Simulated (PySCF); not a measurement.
# C5H4NOPS: the cost of one run

Computed with PySCF 2.14.0 and routines of our own; the level stands in each step. Atoms count from 0.

## (1) The starting structure

13 atoms, charge 0, multiplicity 1; geometry from: GFN2-xTB.

## (2) Magnetic properties: GIAO BHandHLYP/pcSseg-1

What the job is given:

```
{"job": {"kind": "mag", "xc": "BHandHLYP", "basis": "pcSseg-1", "isotopologues": 0}, "charge": 0, "multiplicity": 1}
C      2.726905     0.071863     0.014053
O      1.766980    -0.920861     0.287507
C      0.492863    -0.576050     0.036981
P     -0.066574     0.936054    -0.574774
C     -1.765121     0.381510    -0.531675
C     -2.801600     1.236780    -0.945781
N     -3.633468     1.949307    -1.285824
C     -2.012881    -0.882489    -0.089161
S     -0.663881    -1.824066     0.387815
H      3.692680    -0.356510     0.272527
H      2.707446     0.348655    -1.045709
H      2.539412     0.968663     0.614618
H     -2.987151    -1.332372    -0.019553
```

With the program's defaults for keys left out, this is: GIAO BHandHLYP/pcSseg-1 magnetisability, rotational g tensor and spin-rotation constants, non-relativistic, gas phase.

Started as:

```
$ OMP_NUM_THREADS=1 python excited_run.py task.json out
```

The driver reads the jobs from task.json and runs them one after another.

Q: Estimate the wall time and peak memory of this first job on 1 thread of Arm Neoverse N1, shared host.

About 61 s, with a peak of 0.84 GiB.
